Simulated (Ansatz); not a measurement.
# C2H5GaOSe: the cost of one run

Computed with Ansatz 0.2.0, Gaussian basis. Level: functionals in def2-TZVPP, the program's frozen cores in correlated methods.

Plan: PBE-D4, r2SCAN-D4, PBE0-D4, B3LYP-D4, ωB97X-V, ωB97M-V, B2PLYP; CCSD(T)/def2-TZVPP; MP2/def2-QZVPP; extrapolation to the limit.

## 1. The relaxed structure

An earlier PBE0-D4 in a triple-zeta def2 set relaxation fixed the geometry.

SMILES `C=C(O)[Se][GaH2]`, 10 atoms, charge 0, spin multiplicity 1.

Atoms are counted from 1 here; the program's logs count them from 0.

Bond lengths: C1–C2 1.324 Å, C1–H6 1.085 Å, C1–H7 1.080 Å, C2–O3 1.402 Å, C2–Se4 1.891 Å, O3–H8 0.966 Å, Se4–Ga5 2.423 Å, Ga5–H9 1.567 Å, Ga5–H10 1.562 Å. Angles: C2–C1–H6 121.4°, C2–C1–H7 120.3°, H6–C1–H7 118.3°, C1–C2–O3 121.8°, C1–C2–Se4 130.2°, O3–C2–Se4 108.0°, C2–O3–H8 111.0°, C2–Se4–Ga5 78.7°, Se4–Ga5–H9 116.0°, Se4–Ga5–H10 117.2°, H9–Ga5–H10 125.5°.

## 2. PBE-D4 (GGA)

Contents of in.yaml:

```yaml
crystal:
  periodic: [false, false, false]
  atoms:
    - {symbol: C, position_ang: [-0.965377, -1.234391, 1.229660]}
    - {symbol: C, position_ang: [-0.536741, -0.503363, 0.212174]}
    - {symbol: O, position_ang: [0.827994, -0.265696, -0.003231]}
    - {symbol: Se, position_ang: [-1.505698, 0.376832, -1.152439]}
    - {symbol: Ga, position_ang: [0.670567, 1.419096, -1.370348]}
    - {symbol: H, position_ang: [-0.272153, -1.717441, 1.909938]}
    - {symbol: H, position_ang: [-2.023311, -1.375768, 1.391769]}
    - {symbol: H, position_ang: [1.330969, -0.367018, 0.814762]}
    - {symbol: H, position_ang: [0.963235, 2.609730, -0.394917]}
    - {symbol: H, position_ang: [1.510504, 1.058020, -2.637378]}
basis:
  gaussian: {orbitals: def2-TZVPP}
hamiltonian: {xc: pbe, dispersion: d4}
output: {forces: true, orbitals: {seedname: orbitals}}
```

The run is started by

```console
ansatz run in.yaml --threads 2 --pin off --events-out ev --progress --plain --max-ram 32768MiB --backend cpu
```

**Question.** How long does this run take on 2 threads of AMD EPYC 7R13, shared host, and how much memory does it need?

About 5 s, with a peak of 0.42 GiB.
